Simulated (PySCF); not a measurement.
# WO2: relaxation and vibrations of the singlet

Where does singlet WO2 go from a end-on start, is the end point a minimum, and what are its modes, charges and moments?

Method: PBE0, basis W def2-TZVP with ECP60, O def2-TZVP, scalar-relativistic core potentials, no spin–orbit coupling, density fitting; program: PySCF 2.14.0.

**1. The system as given**

3 atoms, charge 0, spin multiplicity 1.

Bond lengths: W1–O2 2.060 Å, O2–O3 1.445 Å. Angles: W1–O2–O3 119.9°.

```xyz
3
charge 0 multiplicity 1
W     0.0000    0.0000    0.0000
O     0.0000    0.0000    2.0600
O     1.2528    0.0000    2.7800
```

**2. First SCF at the start**

The steps below are one call of a driver around PySCF. For each, scf.py gives the equivalent set-up of the SCF; relaxations use the driver's own optimiser. After this first run the driver tries any further starts and a stability analysis.

The input, scf.py:

```python
from pyscf import gto, scf, dft
mol = gto.M(atom='''
W      0.000000     0.000000     0.000000
O      0.000000     0.000000     2.060000
O      1.252800     0.000000     2.780000''',
    basis={'W': 'def2-TZVP', 'O': 'def2-TZVP'},
    ecp={'W': 'def2-TZVP'},
    charge=0, spin=0)
mf = dft.RKS(mol, xc='PBE0')
mf.grids.atom_grid = (50, 194)
aux = {'W': 'def2-universal-JKFIT', 'O': 'def2-universal-JKFIT'}
mf = mf.density_fit(auxbasis=aux)
mf.conv_tol = 1e-08
mf.diis_space = 10
mf.max_cycle = 60
mf.init_guess = 'minao'
mf.verbose = 4
mf.kernel()
```

Started as:

```sh
$ OMP_NUM_THREADS=2 python axn.py task.json out
```

The runs that follow: Relaxing the singlet from the end-on start; Hessian and properties; The broken-symmetry singlet; Is it a minimum? Harmonic modes.

Before running it: what results should come out? Wanted: minimum; geometry; wavenumbers; dipole moment; highest occupied, lowest empty level; polar-tensor charge of W1; zero-point energy; atomisation energy; ⟨S²⟩.

As calculated:

```
                                          quantity                                   value
                                           minimum           broken-symmetry (Ms = 0), C∞v
                                          geometry  O–O 1.266 Å, W–O 1.699 Å; O–O–W 180.0°
                                wavenumbers (cm⁻¹)                     307, 307, 648, 1369
                                     dipole moment                                  4.42 D
highest occupied, lowest empty level (either spin)                         -6.49, -2.84 eV
                         polar-tensor charge of W1                                 +0.27 e
                                 zero-point energy                             15.7 kJ/mol
                               entropy at 298.15 K                         260.5 J/(mol K)
         atomisation energy (no zero-point energy)                              648 kJ/mol
                                              ⟨S²⟩                                   1.001
```

In words: From Cs at the start the molecule goes to a C∞v minimum. The determinant is spin-contaminated (⟨S²⟩ = 1.00 against 0.00), so it is no pure spin state. In the infrared the band at 1369 cm⁻¹ leads. The first SCF alone would have been 61 kJ/mol too high. Only this shape and spin were tried, so other structures or states may lie lower. The SCF density has lower symmetry than the nuclear frame. Spin–orbit coupling, left out here, can matter for elements this heavy.
